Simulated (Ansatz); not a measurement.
# Si8N: one candidate of a structure search

Aim: relax a trial structure of Si8N and see where it ends.

Computed with Ansatz 0.2.0 (DFT PBE, scalar-relativistic, plane waves, PAW, unless a step's input says otherwise).

1 further run of the same task is left out (for a known fault of the program).

### Step 1. The starting structure

Symmetry: P6/mmm, No. 191, hexagonal system. Conventional cell: a = 4.003 Å, b = 4.003 Å, c = 4.792 Å, α = 90.00°, β = 90.00°, γ = 120.00°. Si (site symmetry mm2) has 2 Si at 1.05 Å as nearest neighbours. Si (site symmetry -6m2) is surrounded by 3 Si at 1.26 Å. N (site symmetry 6/mmm) is surrounded by 12 Si at 2.62 Å.

As a file:

```cif
data_structure
_symmetry_space_group_name_H-M 'P 1'
_symmetry_Int_Tables_number 1
_cell_length_a 4.0030
_cell_length_b 4.0030
_cell_length_c 4.7920
_cell_angle_alpha 90.000
_cell_angle_beta 90.000
_cell_angle_gamma 120.000
_cell_volume 66.50
loop_
_atom_site_label
_atom_site_type_symbol
_atom_site_fract_x
_atom_site_fract_y
_atom_site_fract_z
_atom_site_occupancy
Si1 Si 0.84819 0.15181 0.00000 1
Si2 Si 0.84819 0.69637 0.00000 1
Si3 Si 0.30363 0.15181 0.00000 1
Si4 Si 0.15181 0.84819 0.00000 1
Si5 Si 0.15181 0.30363 0.00000 1
Si6 Si 0.69637 0.84819 0.00000 1
Si7 Si 0.33333 0.66667 0.00000 1
Si8 Si 0.66667 0.33333 0.00000 1
N1 N 0.00000 0.00000 0.50000 1
```

Recipe of the guess: random cell by space group and Wyckoff sites (P6/mmm, No. 191). The dimensions are guesses.

### Step 2. A first look at the guess

File input.yaml:

```yaml
crystal:
  lattice:
    - [4.00295165, 0.0, 0.0]
    - [-2.00147583, 3.46665782, 0.0]
    - [0.0, 0.0, 4.79201343]
  atoms:
    - { symbol: Si, position: [0.84818624, 0.15181376, 0.0] }
    - { symbol: Si, position: [0.84818624, 0.69637248, 0.0] }
    - { symbol: Si, position: [0.30362752, 0.15181376, 0.0] }
    - { symbol: Si, position: [0.15181376, 0.84818624, 0.0] }
    - { symbol: Si, position: [0.15181376, 0.30362752, 0.0] }
    - { symbol: Si, position: [0.69637248, 0.84818624, 0.0] }
    - { symbol: Si, position: [0.33333333, 0.66666667, 0.0] }
    - { symbol: Si, position: [0.66666667, 0.33333333, 0.0] }
    - { symbol: "N", position: [0.0, 0.0, 0.5] }
basis:
  ecutwfc: 420
kpoints:
  mp_grid: { grid: [6, 6, 4] }
hamiltonian:
  xc: pbe
scf:
  occupations: { method: gaussian, width: 0.1 }
  lower_state_search: "off"
output:
  forces: true
  stress: true
  eigenvalues: true
```

Started as:

```sh
$ ansatz run input.yaml --threads 1 --pin off --max-ram 2048MiB --backend cpu --events-out ev --progress --plain --runs-dir out
```

The session goes on with these runs: a loose first relaxation; full relaxation.

Q: Predict the outcome of this session. Wanted: conventional cell; volume; energy over the elements; gap on the mesh.

As calculated:

| quantity | value |
| --- | --- |
| symmetry at the end (tolerance 0.05 Å) | space group P6/mmm (No. 191) |
| conventional cell | a = 8.193 Å, b = 8.193 Å, c = 2.658 Å, α = 90.00°, β = 90.00°, γ = 120.00° |
| volume | 17.16 Å³/atom |
| energy over the elements (uncorrected; H, N, O, F and Cl as molecules) | +0.79 eV/atom |
| gap on the mesh | none (metal) |

In words: The space group P6/mmm (No. 191) is kept, and the volume per atom grows by 132.3 % from the first guess. With a positive formation energy it can't be a ground state. No finished test with a distortion of lower symmetry is shown, so the end may be a saddle point. The final runs have no spin polarisation, so no magnetic state was tried and one may lie lower. Where forces pass 15 eV/Å atoms stand far too close, the PAW spheres overlap strongly and those numbers are rough.
